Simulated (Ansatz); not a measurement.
# ClGeH₆N₃: up Jacob's ladder to CCSD(T)

One table from this session's results is given with a row withheld; the runs are named, their logs left out.

Program: Ansatz 0.2.0, Gaussian basis. Level of theory: functionals in def2-TZVPP, the program's frozen cores in correlated methods. These are calculated values, not measurements.

Levels to be run: LDA (SPW92), PBE-D4, revPBE-D4, BLYP-D4, r2SCAN-D4, B97M-V, PBE0-D4, B3LYP-D4, r2SCANh-D4, r2SCAN0-D4, HSE06-D4, BHLYP-D4, CAM-B3LYP-D4, LC-ωPBE, ωB97X-V, ωB97M-V, B2PLYP, PBE-QIDH; CCSD(T)/def2-SVP; CCSD(T)/def2-TZVPP; MP2/def2-QZVPP; extrapolation to the limit; RPA on PBE.

### The geometry

An earlier PBE0-D4 in a triple-zeta def2 set relaxation fixed the geometry.

SMILES `[NH2][Ge]([NH2])([NH2])[Cl]`, 11 atoms, charge 0, spin multiplicity 1.

Atoms are counted from 1 here; the program's logs count them from 0.

Bond lengths: N1–Ge2 1.818 Å, N1–H6 1.009 Å, N1–H7 1.009 Å, Ge2–N3 1.819 Å, Ge2–N4 1.818 Å, Ge2–Cl5 2.148 Å, N3–H8 1.010 Å, N3–H9 1.009 Å, N4–H10 1.009 Å, N4–H11 1.009 Å. Angles: Ge2–N1–H6 116.3°, Ge2–N1–H7 115.5°, H6–N1–H7 110.7°, N1–Ge2–N3 112.6°, N1–Ge2–N4 112.1°, N1–Ge2–Cl5 106.3°, N3–Ge2–N4 112.7°, N3–Ge2–Cl5 105.9°, N4–Ge2–Cl5 106.6°, Ge2–N3–H8 116.1°, Ge2–N3–H9 115.5°, H8–N3–H9 110.5°, Ge2–N4–H10 115.7°, Ge2–N4–H11 116.5°, H10–N4–H11 110.8°.

The first run:

Contents of in.yaml:

```yaml
crystal:
  periodic: [false, false, false]
  atoms:
    - {symbol: N, position_ang: [-1.443736, 0.864688, -0.455171]}
    - {symbol: Ge, position_ang: [0.219896, 0.348760, 0.066227]}
    - {symbol: N, position_ang: [0.212390, -0.539219, 1.654082]}
    - {symbol: N, position_ang: [1.095486, -0.561280, -1.242248]}
    - {symbol: Cl, position_ang: [1.333561, 2.153807, 0.407713]}
    - {symbol: H, position_ang: [-2.001323, 1.342997, 0.237067]}
    - {symbol: H, position_ang: [-1.989452, 0.158771, -0.926201]}
    - {symbol: H, position_ang: [1.112731, -0.837177, 2.000258]}
    - {symbol: H, position_ang: [-0.461427, -1.286533, 1.731364]}
    - {symbol: H, position_ang: [0.906100, -1.551023, -1.288399]}
    - {symbol: H, position_ang: [1.080976, -0.150688, -2.164093]}
basis:
  gaussian: {orbitals: def2-TZVPP}
hamiltonian: {xc: lda}
output: {orbitals: {seedname: orbitals}}
```

Started as:

```console
$ ansatz run in.yaml --threads 4 --pin off --events-out ev --progress --plain --max-ram 11315MiB
```

Steps of the session up to this table: LDA; PBE-D4 (GGA); revPBE-D4 (GGA); BLYP-D4 (GGA); r2SCAN-D4 (meta-GGA); B97M-V (meta-GGA); B3LYP-D4 (hybrid); r2SCANh-D4 (hybrid); r2SCAN0-D4 (hybrid); HSE06-D4 (hybrid); BHLYP-D4 (hybrid); CAM-B3LYP-D4 (range-separated); LC-ωPBE (range-separated); ωB97X-V (range-separated); ωB97M-V (range-separated); B2PLYP (double hybrid); PBE-QIDH (double hybrid).

One of the session's tables, all rows but one given; the rest of the session is left out.

It belongs to the step «Frontier levels by functional». 

| functional | HOMO (eV) | gap (eV) |
| --- | --- | --- |
| LDA (SPW92) | ? | ? |
| PBE-D4 | -6.14 | 5.39 |
| revPBE-D4 | -6.07 | 5.41 |
| BLYP-D4 | -6.01 | 5.24 |
| r2SCAN-D4 | -6.48 | 6.27 |
| B97M-V | -6.55 | 6.01 |
| PBE0-D4 | -7.64 | 7.77 |
| B3LYP-D4 | -7.38 | 7.14 |
| r2SCANh-D4 | -7.04 | 7.12 |
| r2SCAN0-D4 | -7.88 | 8.38 |
| HSE06-D4 | -7.24 | 6.99 |
| BHLYP-D4 | -9.06 | 9.83 |
| CAM-B3LYP-D4 | -9.11 | 10.02 |
| LC-ωPBE | -10.57 | 12.81 |
| ωB97X-V | -10.17 | 12.18 |
| ωB97M-V | -10.06 | 11.66 |

**Question.** Estimate the row for LDA (SPW92).

**Answer.** HOMO (eV): -6.32; gap (eV): 5.40. In the column «HOMO (eV)» it lies between r2SCAN-D4 (-6.48) and PBE-D4 (-6.14).
